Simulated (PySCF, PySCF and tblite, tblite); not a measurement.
# C4H8ClO2S−: a path driven as pyramidal inversion, and NMR exchange, part 2 of 2

PySCF and tblite. Atoms count from 0.

### 9 The path in numbers

The job: settings as JSON, then the geometry in Å.

```
{"job": {"smiles": "CC[C-](Cl)S(C)(=O)=O", "charge": -1, "mult": 1, "motion": "inversion", "what": "anion", "atoms": [2], "drives": [{"terms": [["t", [4, 1, 3, 2], 0.3333333333333333], ["t", [1, 3, 4, 2], 0.3333333333333333], ["t", [3, 4, 1, 2], 0.3333333333333333]], "neg": true, "n": 8}], "study": "path", "level": {"kind": "nmr", "xc": "CAM-B3LYP", "basis": "pcSseg-1"}, "fields": [60, 100, 400], "first": 0, "seed": 391, "kind": "path"}, "charge": -1, "multiplicity": 1}
C      2.220203    -0.296645    -0.284125
C      1.408353     0.731251     0.508870
C     -0.027409     0.954724     0.076629
Cl    -0.093310     1.244983    -1.702930
S     -0.911757    -0.581670     0.251788
C     -2.647176    -0.033087    -0.069973
O     -0.701398    -1.697222    -0.675865
O     -0.897477    -0.959903     1.662866
H      2.343250     0.035759    -1.314477
H      1.691467    -1.247583    -0.291133
H      3.209279    -0.439370     0.156234
H      1.325706     0.402630     1.549818
H      1.931303     1.696932     0.496503
H     -2.850733     0.777008     0.617367
H     -2.707175     0.299317    -1.098116
H     -3.300725    -0.878181     0.105132
```

The program printed:

```text
stationary points (kcal/mol above the start)
  n  kind          group   xTB      DFT    lowest mode
  0  minimum      C1       0.00     0.00      48.2
  1  saddle       C1      11.74    -0.49    -336.3
  2  minimum      C1      -0.99    -0.50      60.0

GFN2-xTB energies: T/K, barrier G, reaction G (kcal/mol), k forward, k back (1/s)
 150.00    11.54    -1.06   4.79e-05   1.39e-06
 200.00    11.57    -1.06      0.947     0.0654
 250.00    11.62    -1.07        364       42.5
 298.15    11.68    -1.07   1.71e+04   2.81e+03
 350.00    11.76    -1.07   3.32e+05    7.1e+04
 400.00    11.85    -1.07   2.79e+06   7.24e+05
 500.00    12.07    -1.07    5.5e+07   1.87e+07

CAM-B3LYP/pcSseg-1 + D3(BJ) energies: T/K, barrier G, reaction G (kcal/mol), k forward, k back (1/s)
 150.00    -0.68    -0.57    3.1e+13   4.61e+12
 200.00    -0.65    -0.57   2.16e+13   5.09e+12
 250.00    -0.61    -0.58   1.77e+13   5.52e+12
 298.15    -0.55    -0.58   1.57e+13   5.86e+12
 350.00    -0.47    -0.59   1.43e+13   6.15e+12
 400.00    -0.37    -0.59   1.34e+13   6.38e+12
 500.00    -0.15    -0.59   1.21e+13   6.72e+12
```

It took 1.7 min on 1 thread of Intel Xeon 6975P-C, shared host; peak memory 1.1 GiB. This counts the whole study up to here.

Barriers by level (kcal/mol; entropies in cal/(mol K)). Zero-point and thermal terms come from xTB in every row. ΔG‡ leaves symmetry out; the rate counts one path; effective ΔG‡, where given, is the barrier that would give that rate by Eyring's equation alone:

| level | ΔE‡ | with zero-point | ΔH‡ | ΔS‡ | ΔG‡ (298 K) | ΔE of reaction | k at 298 K (1/s) | effective ΔG‡ |
| --- | --- | --- | --- | --- | --- | --- | --- | --- |
| GFN2-xTB | 11.74 | 11.55 | 11.29 | -1.3 | 11.68 | -0.99 | 1.7e+04 | 11.68 |
| CAM-B3LYP/pcSseg-1 + D3(BJ) | -0.49 | -0.68 | -0.94 | -1.3 | -0.55 | -0.50 | – | – |

Where the barrier is not positive, the rates in the log have no meaning.

### 10 Shieldings, start: OLYP/pcSseg-1

The job: settings as JSON, then the geometry in Å.

```
{"job": {"kind": "nmr", "xc": "OLYP", "basis": "pcSseg-1", "pop": false}, "charge": -1, "multiplicity": 1}
C      2.220203    -0.296645    -0.284125
C      1.408353     0.731251     0.508870
C     -0.027409     0.954724     0.076629
Cl    -0.093310     1.244983    -1.702930
S     -0.911757    -0.581670     0.251788
C     -2.647176    -0.033087    -0.069973
O     -0.701398    -1.697222    -0.675865
O     -0.897477    -0.959903     1.662866
H      2.343250     0.035759    -1.314477
H      1.691467    -1.247583    -0.291133
H      3.209279    -0.439370     0.156234
H      1.325706     0.402630     1.549818
H      1.931303     1.696932     0.496503
H     -2.850733     0.777008     0.617367
H     -2.707175     0.299317    -1.098116
H     -3.300725    -0.878181     0.105132
```

The program printed:

```text
coarse grid: 14728 points
cycle   1  E = -1165.4499127257  dE =  1.315e+00  |g| = 1.308e+00  |ddm| = 3.845e+00
cycle   2  E = -1163.9806141022  dE =  1.469e+00  |g| = 2.954e+00  |ddm| = 4.956e+00
cycle   3  E = -1165.7129973512  dE = -1.732e+00  |g| = 5.345e-01  |ddm| = 4.271e+00
cycle   4  E = -1165.7808690350  dE = -6.787e-02  |g| = 2.099e-01  |ddm| = 9.846e-01
cycle   5  E = -1165.7889773679  dE = -8.108e-03  |g| = 1.106e-01  |ddm| = 3.097e-01
cycle   6  E = -1165.7916079891  dE = -2.631e-03  |g| = 3.763e-02  |ddm| = 1.474e-01
cycle   7  E = -1165.7918644468  dE = -2.565e-04  |g| = 1.444e-02  |ddm| = 4.297e-02
cycle   8  E = -1165.7919045193  dE = -4.007e-05  |g| = 4.313e-03  |ddm| = 1.765e-02
cycle   9  E = -1165.7919087506  dE = -4.231e-06  |g| = 9.379e-04  |ddm| = 6.108e-03
final grid: 133720 points
cycle  10  E = -1165.8679523548  dE = -4.680e-05  |g| = 2.687e-02  |ddm| = 5.803e-02
cycle  11  E = -1165.8673590777  dE =  5.933e-04  |g| = 5.804e-02  |ddm| = 8.886e-02
cycle  12  E = -1165.8680781831  dE = -7.191e-04  |g| = 8.673e-03  |ddm| = 6.849e-02
cycle  13  E = -1165.8680921626  dE = -1.398e-05  |g| = 2.258e-03  |ddm| = 9.445e-03
cycle  14  E = -1165.8680932926  dE = -1.130e-06  |g| = 9.527e-04  |ddm| = 3.461e-03
cycle  15  E = -1165.8680934632  dE = -1.706e-07  |g| = 2.398e-04  |ddm| = 9.998e-04
cycle  16  E = -1165.8680934753  dE = -1.209e-08  |g| = 4.587e-05  |ddm| = 3.077e-04
cycle  17  E = -1165.8680934757  dE = -4.352e-10  |g| = 1.937e-05  |ddm| = 7.202e-05
converged SCF energy = -1165.8680934757

GIAO shielding tensors (ppm)
atom      isotropic    diamagn.    paramagn.     s11        s22        s33       span
  0 C      167.782     247.957     -80.175    148.610    172.774    181.961     33.351
  1 C      145.683     246.824    -101.140    126.918    147.642    162.490     35.572
  2 C       78.820     256.878    -178.059     40.648     80.799    115.012     74.364
  3 Cl     863.769    1150.566    -286.798    707.110    851.607   1032.589    325.478
  4 S      159.786    1051.373    -891.587     36.245    205.171    237.943    201.698
  5 C      135.088     252.439    -117.351     96.341    125.018    183.905     87.563
  6 O      101.274     403.722    -302.448     61.188     89.617    153.016     91.828
  7 O      142.800     401.854    -259.053     88.054    114.080    226.267    138.213
  8 H       29.621      31.242      -1.621     24.220     31.341     33.300      9.080
  9 H       30.038      31.179      -1.140     24.377     31.478     34.260      9.883
 10 H       31.695      29.536       2.159     27.472     29.101     38.511     11.039
 11 H       28.442      32.098      -3.657     24.591     28.438     32.296      7.705
 12 H       29.684      31.147      -1.463     24.136     29.206     35.710     11.574
 13 H       29.601      30.841      -1.240     26.241     28.217     34.345      8.105
 14 H       28.342      31.278      -2.935     23.558     28.849     32.620      9.062
 15 H       30.339      29.395       0.944     27.799     28.747     34.471      6.672
```

Run time: 29 s. Hardware: 1 thread of Intel Xeon 6975P-C, shared host; peak memory 0.74 GiB.

In short: HOMO 0.75 eV, LUMO 4.73 eV.

### 11 Single-point energy, saddle of leg 1: OLYP/pcSseg-1

The job: settings as JSON, then the geometry in Å.

```
{"job": {"kind": "sp", "xc": "OLYP", "basis": "pcSseg-1", "pop": false}, "charge": -1, "multiplicity": 1}
C      2.581905    -0.060678    -0.065692
C      1.231199     0.563608     0.328788
C      0.101597     0.156077    -0.530784
Cl     0.063336     0.636937    -2.206492
S     -1.143671    -0.837307    -0.049406
C     -2.650015     0.223759     0.245343
O     -1.615927    -1.770963    -1.067513
O     -0.850322    -1.387919     1.272306
H      2.837878     0.232467    -1.082173
H      2.509289    -1.144862    -0.026287
H      3.376762     0.267694     0.605881
H      0.954393     0.222698     1.328477
H      1.359433     1.659210     0.356248
H     -2.410582     0.925441     1.034450
H     -2.879237     0.739315    -0.678916
H     -3.466036    -0.425477     0.535770
```

The program printed:

```text
coarse grid: 14728 points
cycle   1  E = -1165.4539012037  dE =  1.447e+00  |g| = 1.303e+00  |ddm| = 3.996e+00
cycle   2  E = -1164.0727377007  dE =  1.381e+00  |g| = 2.867e+00  |ddm| = 5.984e+00
cycle   3  E = -1165.7315421108  dE = -1.659e+00  |g| = 4.960e-01  |ddm| = 5.149e+00
cycle   4  E = -1165.7870000406  dE = -5.546e-02  |g| = 2.005e-01  |ddm| = 1.024e+00
cycle   5  E = -1165.7947861649  dE = -7.786e-03  |g| = 9.313e-02  |ddm| = 3.184e-01
cycle   6  E = -1165.7967779718  dE = -1.992e-03  |g| = 2.392e-02  |ddm| = 1.281e-01
cycle   7  E = -1165.7969142952  dE = -1.363e-04  |g| = 7.443e-03  |ddm| = 4.061e-02
cycle   8  E = -1165.7969245925  dE = -1.030e-05  |g| = 3.495e-03  |ddm| = 1.143e-02
cycle   9  E = -1165.7969267126  dE = -2.120e-06  |g| = 1.020e-03  |ddm| = 4.482e-03
final grid: 133720 points
cycle  10  E = -1165.8727057580  dE = -5.398e-05  |g| = 2.711e-02  |ddm| = 5.912e-02
cycle  11  E = -1165.8721674867  dE =  5.383e-04  |g| = 5.670e-02  |ddm| = 9.445e-02
cycle  12  E = -1165.8728310913  dE = -6.636e-04  |g| = 8.596e-03  |ddm| = 7.312e-02
cycle  13  E = -1165.8728448755  dE = -1.378e-05  |g| = 1.973e-03  |ddm| = 1.017e-02
cycle  14  E = -1165.8728458475  dE = -9.721e-07  |g| = 4.380e-04  |ddm| = 3.179e-03
cycle  15  E = -1165.8728458913  dE = -4.379e-08  |g| = 1.603e-04  |ddm| = 8.686e-04
cycle  16  E = -1165.8728458971  dE = -5.773e-09  |g| = 4.139e-05  |ddm| = 2.255e-04
cycle  17  E = -1165.8728458974  dE = -2.506e-10  |g| = 2.379e-05  |ddm| = 6.668e-05
converged SCF energy = -1165.8728458974
```

It took 20 s on 1 thread of Intel Xeon 6975P-C, shared host; peak memory 0.49 GiB.

This run: HOMO 1.05 eV, LUMO 4.64 eV.

### 12 Shieldings, end: OLYP/pcSseg-1

The job: settings as JSON, then the geometry in Å.

```
{"job": {"kind": "nmr", "xc": "OLYP", "basis": "pcSseg-1", "pop": false}, "charge": -1, "multiplicity": 1}
C      2.535205     0.279528    -0.039510
C      1.055199     0.140317     0.309884
C      0.336191    -0.717694    -0.711665
Cl    -0.011665     0.286164    -2.167295
S     -1.275328    -1.033043    -0.075007
C     -2.293451     0.508386     0.245968
O     -2.073440    -1.792560    -1.024817
O     -1.138710    -1.659116     1.237257
H      2.637121     0.783293    -0.998690
H      2.991970    -0.704095    -0.119624
H      3.064038     0.856739     0.720131
H      0.941796    -0.386862     1.261341
H      0.628568     1.150341     0.426348
H     -1.834303     1.048096     1.063766
H     -2.310370     1.093199    -0.664513
H     -3.282394     0.161952     0.509754
```

The program printed:

```text
coarse grid: 14728 points
cycle   1  E = -1165.4467855587  dE =  1.339e+00  |g| = 1.318e+00  |ddm| = 3.866e+00
cycle   2  E = -1163.8466816037  dE =  1.600e+00  |g| = 3.047e+00  |ddm| = 5.890e+00
cycle   3  E = -1165.7368890364  dE = -1.890e+00  |g| = 4.679e-01  |ddm| = 5.108e+00
cycle   4  E = -1165.7867218367  dE = -4.983e-02  |g| = 1.960e-01  |ddm| = 7.955e-01
cycle   5  E = -1165.7943290607  dE = -7.607e-03  |g| = 8.325e-02  |ddm| = 2.679e-01
cycle   6  E = -1165.7958866518  dE = -1.558e-03  |g| = 2.964e-02  |ddm| = 1.436e-01
cycle   7  E = -1165.7961018801  dE = -2.152e-04  |g| = 8.315e-03  |ddm| = 4.860e-02
cycle   8  E = -1165.7961178155  dE = -1.594e-05  |g| = 2.592e-03  |ddm| = 1.298e-02
cycle   9  E = -1165.7961187286  dE = -9.131e-07  |g| = 1.393e-03  |ddm| = 3.431e-03
final grid: 133720 points
cycle  10  E = -1165.8715136569  dE = -5.116e-05  |g| = 2.701e-02  |ddm| = 6.169e-02
cycle  11  E = -1165.8709907945  dE =  5.229e-04  |g| = 5.573e-02  |ddm| = 9.159e-02
cycle  12  E = -1165.8716422389  dE = -6.514e-04  |g| = 8.224e-03  |ddm| = 6.865e-02
cycle  13  E = -1165.8716543365  dE = -1.210e-05  |g| = 2.102e-03  |ddm| = 8.751e-03
cycle  14  E = -1165.8716553901  dE = -1.054e-06  |g| = 6.280e-04  |ddm| = 3.234e-03
cycle  15  E = -1165.8716554593  dE = -6.921e-08  |g| = 2.284e-04  |ddm| = 8.364e-04
cycle  16  E = -1165.8716554701  dE = -1.078e-08  |g| = 3.835e-05  |ddm| = 2.877e-04
cycle  17  E = -1165.8716554704  dE = -2.929e-10  |g| = 2.046e-05  |ddm| = 8.660e-05
converged SCF energy = -1165.8716554704

GIAO shielding tensors (ppm)
atom      isotropic    diamagn.    paramagn.     s11        s22        s33       span
  0 C      165.473     245.123     -79.650    148.282    163.749    184.388     36.106
  1 C      142.418     249.069    -106.651    123.711    139.831    163.711     39.999
  2 C       83.429     253.416    -169.987     50.326     84.106    115.853     65.527
  3 Cl     826.670    1150.425    -323.755    640.780    752.762   1086.468    445.688
  4 S      163.325    1049.956    -886.631     31.728    218.484    239.763    208.035
  5 C      154.533     253.995     -99.462    132.633    144.167    186.797     54.164
  6 O      120.579     398.718    -278.139     75.684    103.954    182.099    106.415
  7 O      130.293     402.647    -272.354     77.849    132.262    180.770    102.921
  8 H       30.671      30.434       0.237     25.748     31.548     34.718      8.970
  9 H       30.950      29.939       1.011     27.512     28.641     36.697      9.185
 10 H       31.090      29.529       1.561     26.700     28.603     37.968     11.267
 11 H       28.925      33.219      -4.294     23.023     30.840     32.912      9.888
 12 H       30.333      32.730      -2.396     25.858     31.731     33.410      7.552
 13 H       30.016      32.755      -2.739     25.321     29.939     34.789      9.469
 14 H       28.684      31.745      -3.061     23.066     30.153     32.834      9.768
 15 H       30.789      29.618       1.171     28.344     29.461     34.560      6.216
```

Run time: 29 s. Hardware: 1 thread of Intel Xeon 6975P-C, shared host; peak memory 0.73 GiB.

This run: HOMO 0.35 eV, LUMO 4.37 eV.

### 13 Second level: OLYP/pcSseg-1 + D3(BJ)

The job: settings as JSON, then the geometry in Å.

```
{"job": {"smiles": "CC[C-](Cl)S(C)(=O)=O", "charge": -1, "mult": 1, "motion": "inversion", "what": "anion", "atoms": [2], "drives": [{"terms": [["t", [4, 1, 3, 2], 0.3333333333333333], ["t", [1, 3, 4, 2], 0.3333333333333333], ["t", [3, 4, 1, 2], 0.3333333333333333]], "neg": true, "n": 8}], "study": "path", "level": {"kind": "nmr", "xc": "OLYP", "basis": "pcSseg-1", "wide": true}, "fields": [60, 100, 400], "first": 0, "seed": 391, "kind": "pathvar"}, "charge": -1, "multiplicity": 1}
C      2.220203    -0.296645    -0.284125
C      1.408353     0.731251     0.508870
C     -0.027409     0.954724     0.076629
Cl    -0.093310     1.244983    -1.702930
S     -0.911757    -0.581670     0.251788
C     -2.647176    -0.033087    -0.069973
O     -0.701398    -1.697222    -0.675865
O     -0.897477    -0.959903     1.662866
H      2.343250     0.035759    -1.314477
H      1.691467    -1.247583    -0.291133
H      3.209279    -0.439370     0.156234
H      1.325706     0.402630     1.549818
H      1.931303     1.696932     0.496503
H     -2.850733     0.777008     0.617367
H     -2.707175     0.299317    -1.098116
H     -3.300725    -0.878181     0.105132
```

The program printed:

```text
stationary points (kcal/mol above the start)
  n  kind          group   xTB      DFT    lowest mode
  0  minimum      C1       0.00     0.00      48.2
  1  saddle       C1      11.74     0.86    -336.3
  2  minimum      C1      -0.99    -0.62      60.0

GFN2-xTB energies: T/K, barrier G, reaction G (kcal/mol), k forward, k back (1/s)
 150.00    11.54    -1.06   4.79e-05   1.39e-06
 200.00    11.57    -1.06      0.947     0.0654
 250.00    11.62    -1.07        364       42.5
 298.15    11.68    -1.07   1.71e+04   2.81e+03
 350.00    11.76    -1.07   3.32e+05    7.1e+04
 400.00    11.85    -1.07   2.79e+06   7.24e+05
 500.00    12.07    -1.07    5.5e+07   1.87e+07

CAM-B3LYP/pcSseg-1 + D3(BJ) energies: T/K, barrier G, reaction G (kcal/mol), k forward, k back (1/s)
 150.00    -0.68    -0.57    3.1e+13   4.61e+12
 200.00    -0.65    -0.57   2.16e+13   5.09e+12
 250.00    -0.61    -0.58   1.77e+13   5.52e+12
 298.15    -0.55    -0.58   1.57e+13   5.86e+12
 350.00    -0.47    -0.59   1.43e+13   6.15e+12
 400.00    -0.37    -0.59   1.34e+13   6.38e+12
 500.00    -0.15    -0.59   1.21e+13   6.72e+12

OLYP/pcSseg-1 + D3(BJ) energies: T/K, barrier G, reaction G (kcal/mol), k forward, k back (1/s)
 150.00     0.66    -0.70   3.39e+11   3.29e+10
 200.00     0.69    -0.70   7.31e+11   1.25e+11
 250.00     0.74    -0.71   1.18e+12   2.84e+11
 298.15     0.80    -0.71   1.61e+12   4.87e+11
 350.00     0.88    -0.71   2.06e+12    7.4e+11
 400.00     0.97    -0.71   2.45e+12      1e+12
 500.00     1.20    -0.71   3.13e+12   1.53e+12
```

Wall time 3 min (1 thread of Intel Xeon 6975P-C, shared host); peak memory 1.1 GiB. This counts the runs that the step sums up.

Barriers by level (kcal/mol; entropies in cal/(mol K)). Zero-point and thermal terms come from xTB in every row. ΔG‡ leaves symmetry out; the rate counts one path; effective ΔG‡, where given, is the barrier that would give that rate by Eyring's equation alone:

| level | ΔE‡ | with zero-point | ΔH‡ | ΔS‡ | ΔG‡ (298 K) | ΔE of reaction | k at 298 K (1/s) | effective ΔG‡ |
| --- | --- | --- | --- | --- | --- | --- | --- | --- |
| GFN2-xTB | 11.74 | 11.55 | 11.29 | -1.3 | 11.68 | -0.99 | 1.7e+04 | 11.68 |
| CAM-B3LYP/pcSseg-1 + D3(BJ) | -0.49 | -0.68 | -0.94 | -1.3 | -0.55 | -0.50 | – | – |
| OLYP/pcSseg-1 + D3(BJ) | 0.86 | 0.67 | 0.41 | -1.3 | 0.80 | -0.63 | 1.6e+12 | 0.80 |

Where the barrier is not positive, the rates in the log have no meaning.

### 14 What came out

This closing draws on all 2 parts.

```
                                   quantity                                                      value
                         barrier (GFN2-xTB)                                          ΔE‡ 11.7 kcal/mol
xTB's saddle at CAM-B3LYP/pcSseg-1 + D3(BJ)  -0.5 kcal/mol from the start, -0.7 with zero-point energy
    stages that failed or stayed incomplete                                                          1
```

In words: On the xTB geometries CAM-B3LYP/pcSseg-1 + D3(BJ) finds no proper saddle: the saddle lies below the start, so these points are not stationary on its surface, or the level is too crude. No rate or coalescence follows from it. OLYP/pcSseg-1 + D3(BJ) moves the barrier from -0.5 to 0.9 kcal/mol.

The anion's highest level is positive in at least one run, so there the basis alone may hold the extra electron.
